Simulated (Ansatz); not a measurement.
## C2H6AlFO, SMILES CC(F)[O][AlH2]: a ladder of methods at one geometry, step by step

Computed with Ansatz 0.2.0, Python API.

Notebook, run cell by cell (the value of a cell's last expression is shown):

In [1]:
```python
from pathlib import Path
import warnings

import ansatz as az
from ase import Atoms
import numpy as np

params = {
    "basis_set": "cc-pVDZ",
}

warnings.simplefilter("ignore", az.DeckWarning)
```

In [2]:
```python
atoms = Atoms(["C", "C", "F", "O", "Al", "H", "H", "H", "H", "H", "H"], positions=[
    (-1.2816, 0.2566, 1.1775),
    (-0.1389, 0.3694, 0.225),
    (0.8835, 0.9884, 0.8754),
    (0.2997, -0.9232, -0.1577),
    (1.4932, -0.9053, -1.5315),
    (-2.1896, -0.1629, 0.65),
    (-1.044, -0.2882, 2.0732),
    (-1.5873, 1.3426, 1.4712),
    (-0.4293, 1.0034, -0.6132),
    (1.0233, -0.8741, -3.0162),
    (3.0364, -0.8637, -1.1331),
])
c2h6alfo = az.Crystal.molecule_from_ase(atoms)

model = (
    c2h6alfo.calculation()
    .basis(gaussian=params["basis_set"])
    .scf(lower_state_search="light")
)

print("functional    E (Ha)        dipole (D)   HOMO (eV)  LUMO (eV)")
for name in ["b3lyp", "blyp", "revpbe", "pbe0", "r2scan"]:
    data = model.functional(name).forces().orbitals().run(threads=1, runs_dir="runs").report
    lines = Path(data["orbitals_path"]).read_text().splitlines()
    field_of = lambda key: [line.split("=")[1].strip() for line in lines if line.startswith(key)]
    orbitals = [(27.211386 * float(e), s, float(n)) for e, s, n in zip(field_of("Ene="), field_of("Spin="), field_of("Occup="))]
    homo = max(e for e, _, n in orbitals if n > 0.5)
    lumo = min(e for e, _, n in orbitals if n < 0.5)
    dipole = 4.803205 * np.linalg.norm(data["charge_distribution"]["dipole_moment_e_ang"])
    print(f"{name:10s} {data['free_energy_ev'] / 27.211386246:14.6f} {dipole:9.3f} {homo:11.3f} {lumo:10.3f}")
```
```text
functional    E (Ha)        dipole (D)   HOMO (eV)  LUMO (eV)
b3lyp         -497.364935     1.569      -7.768     -1.732
blyp          -497.265780     1.422      -6.327     -2.178
revpbe        -497.201328     1.422      -6.413     -2.174
pbe0          -496.954325     1.605      -8.039     -1.513
r2scan        -497.187087     1.545      -6.845     -1.944
```

These settings explore the input space; basis and method may be short of convergence. The geometry is a force-field or estimated start, not a minimum of this method, and the basis set is short of its limit. A lower total doesn't mark the better method: functionals have no common bound, and MP2 and coupled cluster aren't variational. b3lyp holds the VWN-RPA fit, as in Gaussian; the form of ORCA and Turbomole is b3lyp5. Levels such as HOMO and LUMO are orbital energies: with these approximate functionals they aren't the ionisation energy and electron affinity, and their gap isn't the fundamental gap. For Al to Cl the sets with a tight d function, cc-pV(X+d)Z, are usual. Finished in 27 s on 1 thread of Arm Neoverse V2, with other jobs on the host, peak memory 0.28 GiB.
